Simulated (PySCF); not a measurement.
# C3H9NSi: the cost of one run

Computed with PySCF 2.14.0, with density-fitted response routines of our own, on a single molecule in the gas phase. Atoms count from 0, in the outputs and in this text.

## Step 1: The starting structure

14 atoms, charge 0, multiplicity 1; geometry from: GFN2-xTB. The atoms were then displaced at random by about 0.01 Å, so the start is not that level's minimum.

Bonds of the start (Å): Si0–N1 1.72, N1–C2 1.44, C2–C3 1.47, C3–C4 1.49, C4–C2 1.48, Si0–H5 1.43, Si0–H6 1.47, Si0–H7 1.50, N1–H8 1.01, C2–H9 1.10, C3–H10 1.12, C3–H11 1.06, C4–H12 1.07, C4–H13 1.10.

## Step 2: Geometry optimisation at PBE0-D3(BJ)/def2-SVP

The job: settings as JSON, then the geometry in Å.

```
{"job": {"xc": "PBE0", "basis": "def2-SVP", "d3": "d3bj", "grid": 1, "shake": 0.01, "kind": "geom"}, "charge": 0, "multiplicity": 1}
Si     1.898250     0.450960    -0.073560
N      0.828110    -0.176990     1.121840
C     -0.608850    -0.163620     1.103920
C     -1.341390    -0.918390     0.072130
C     -1.355640     0.573400     0.055440
H      3.208110     0.135120     0.403220
H      1.702500    -0.077550    -1.431070
H      1.673290     1.928740    -0.134290
H      1.182580    -0.943710     1.684550
H     -1.008380    -0.154200     2.127210
H     -2.287480    -1.430950     0.385100
H     -0.811430    -1.430190    -0.687910
H     -0.826860     1.078370    -0.728540
H     -2.259970     1.113950     0.374230
```

On the command line:

```
> OMP_NUM_THREADS=1 python probes_run.py task.json out
```

This one command runs all jobs of the session in turn.

Q: Estimate the wall time and peak memory of this first job on 1 thread of Arm Neoverse V2, shared host.

About 76 s, with a peak of 0.5 GiB.
